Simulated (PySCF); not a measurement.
**SnCl2 (SMILES [Cl][Sn][Cl]) at 6 levels**

Aim: a comparison of 6 runs (B3LYP/STO-3G, M06-2X/STO-3G, r2SCAN/STO-3G, NEVPT2(2,2)/STO-3G, CCSD(T)/STO-3G, FCI/STO-3G) of SnCl2. Input form: a Python script.

The results are computed with PySCF 2.14.0.

5 further runs of the same task are left out: 1 that didn't finish, 4 set aside as unsound or not needed.

## 1. The structure to begin with

SnCl2 has 3 atoms, charge 0, and is taken as a singlet. As SMILES, `[Cl][Sn][Cl]`. One bond was lengthened or shortened from a relaxed shape.

Bond lengths: Cl1–Sn2 2.363 Å, Sn2–Cl3 2.835 Å. Angles: Cl1–Sn2–Cl3 98.4°.

## 2. A single-point energy at B3LYP/STO-3G (run 1)

input.py

```python
from pyscf import gto, dft

mol = gto.M(
    atom='''
Cl       1.068462       1.685372       0.759200
Sn      -0.882638       0.983572      -0.373400
Cl      -0.368200      -1.804500      -0.392600
''',
    charge=0,
    spin=0,
    basis='sto-3g',
    max_memory=1860,
    verbose=3,
)

mf = dft.RKS(mol, xc='b3lyp')
mf.grids.level = 5
mf.conv_tol = 1e-10
mf.kernel()
if not mf.converged:
    mf = mf.newton().run(mf.mo_coeff, mf.mo_occ)

e_final = mf.e_tot
print('E = %.10f Eh' % e_final)
```

Launch:

```sh
$ OMP_NUM_THREADS=1 python input.py
```

Log:

```text
converged SCF energy = -6875.75646193737
E = -6875.7564619374 Eh
```

Run time: 3.6 s. Hardware: 1 thread of Arm Neoverse V1, shared host; peak memory 0.26 GiB.

## 3. The energy at M06-2X/STO-3G (run 2)

calc.py

```python
from pyscf import gto, dft

mol = gto.M(
    atom=[
    ('Cl', (1.068462, 1.685372, 0.759200)),
    ('Sn', (-0.882638, 0.983572, -0.373400)),
    ('Cl', (-0.368200, -1.804500, -0.392600)),
],
    verbose=3,
    basis='sto-3g',
    charge=0,
    max_memory=1860,
)

calc0 = dft.RKS(mol)
calc0.xc = 'm06-2x'
calc0.grids.level = 5
calc0.conv_tol = 1e-10
calc0.kernel()
if not calc0.converged:
    calc0 = calc0.newton().run(calc0.mo_coeff, calc0.mo_occ)

e_final = calc0.e_tot
print('Final energy', e_final)
```

Launch:

```sh
$ OMP_NUM_THREADS=1 python calc.py
```

Log:

```text
converged SCF energy = -6876.00280023891
Final energy -6876.002800238913
```

It took 7.5 s on 1 thread of Arm Neoverse V1, shared host; peak memory 0.3 GiB.

Runs 3 to 4 aren't shown in full; the table further down has their settings and results.

## 4. A single-point energy at CCSD(T)/STO-3G (run 5)

input.py

```python
from pyscf import gto, scf, cc

system = gto.M(
    atom='Cl 1.068462 1.685372 0.759200; Sn -0.882638 0.983572 -0.373400; Cl -0.368200 -1.804500 -0.392600',
    charge=0,
    verbose=3,
    basis='sto-3g',
    max_memory=1860,
)

myscf = scf.RHF(system)
myscf.conv_tol = 1e-10
myscf.kernel()
if not myscf.converged:
    myscf = myscf.newton().run(myscf.mo_coeff, myscf.mo_occ)

mycc = cc.CCSD(myscf, frozen=28)
mycc.kernel()
e_t = mycc.ccsd_t()
e_final = mycc.e_tot + e_t
print('E(%s) = %.9f' % ('CCSD(T)', e_final))
```

Launch:

```sh
$ OMP_NUM_THREADS=1 python input.py
```

Log:

```text
converged SCF energy = -6872.5383588114
E(CCSD) = -6872.587980426744  E_corr = -0.04962161533992432
CCSD(T) correction = -0.00209270242514896
E(CCSD(T)) = -6872.590073129
```

It took 1.1 s on 1 thread of Arm Neoverse V1, shared host; peak memory 0.1 GiB.

## 5. The energy at FCI/STO-3G (run 6)

run.py

```python
from pyscf import gto, scf, mcscf
from pyscf import fci

mol = gto.Mole()
mol.atom = '''
Cl   1.068462   1.685372   0.759200
Sn  -0.882638   0.983572  -0.373400
Cl  -0.368200  -1.804500  -0.392600
'''
mol.basis = 'sto-3g'
mol.max_memory = 1860
mol.verbose = 3
mol.build()

mf = scf.RHF(mol)
mf.conv_tol = 1e-10
mf.kernel()
if not mf.converged:
    mf = mf.newton().run(mf.mo_coeff, mf.mo_occ)

cas = mcscf.CASCI(mf, mf.mo_coeff.shape[-1] - 28, (mol.nelec[0] - 28, mol.nelec[1] - 28))  # full CI above the frozen core
cas.fcisolver = fci.direct_spin0.FCI(mol)  # even spin states alone
cas.kernel()
print('<S^2> = %.4f' % cas.fcisolver.spin_square(cas.ci, cas.ncas, cas.nelecas)[0])
e_final = cas.e_tot
print('E = %.10f Eh' % e_final)
```

Launch:

```sh
$ OMP_NUM_THREADS=1 python run.py
```

Log:

```text
converged SCF energy = -6872.5383588114
CASCI E = -6872.59066039198  E(CI) = -144.754082840682  S^2 = 0.0000000
<S^2> = 0.0000
E = -6872.5906603920 Eh
```

Run time: 22 s. Hardware: 1 thread of Arm Neoverse V1, shared host; peak memory 0.22 GiB.

## 6. All runs side by side

| run | level | integration grid | active selection | energy (Eh) | dipole moment (D) of the reference | HOMO energy (eV) | LUMO energy (eV) | wall time |
| --- | --- | --- | --- | --- | --- | --- | --- | --- |
| 1 | B3LYP/STO-3G | 5 | – | -6875.756462 | 4.74 | -4.75 | -1.31 | 3.6 s |
| 2 | M06-2X/STO-3G | 5 | – | -6876.002800 | 5.04 | -6.15 | -0.58 | 7.5 s |
| 3 | r2SCAN/STO-3G | 5 | – | -6875.945643 | 4.59 | -3.99 | -1.77 | 6.3 s |
| 4 | NEVPT2(2,2)/STO-3G | – | mp2 natural orbitals | -6872.577433 | 5.69 | -7.24 | 2.10 | 2.8 s |
| 5 | CCSD(T)/STO-3G | – | – | -6872.590073 | 5.69 | -7.24 | 2.10 | 1.1 s |
| 6 | FCI/STO-3G | – | – | -6872.590660 | 5.69 | -7.24 | 2.10 | 22 s |

## 7. Summary of results

```
                                           quantity           value
                                run 6: total energy  -6872.59066 Eh
        run 6: dipole moment (Hartree–Fock density)          5.69 D
         run 6: HOMO energy (Hartree–Fock orbitals)        -7.24 eV
         run 6: LUMO energy (Hartree–Fock orbitals)         2.10 eV
       run 6: HOMO–LUMO gap (Hartree–Fock orbitals)         9.34 eV
run 6: correlation energy (28 core orbitals frozen)       -52.3 mEh
```

Against full CI in this basis: CCSD(T) +0.6 mEh. Over runs 1, 2, 3 the dipole moment (its size) runs from 4.59 D (r2SCAN/STO-3G) to 5.04 D (M06-2X/STO-3G). Over runs 1, 2, 3 the HOMO–LUMO gap runs from 2.22 eV (r2SCAN/STO-3G) to 5.58 eV (M06-2X/STO-3G). Totals of different functionals can't be ranked against each other. In runs 1, 2, 3, 4, 5, 6 the basis is minimal, so the values are rough. In runs 1, 2, 3, 4, 5, 6 relativity is left out where basis or elements ask for it. All runs together took 43 s, the longest 22 s.
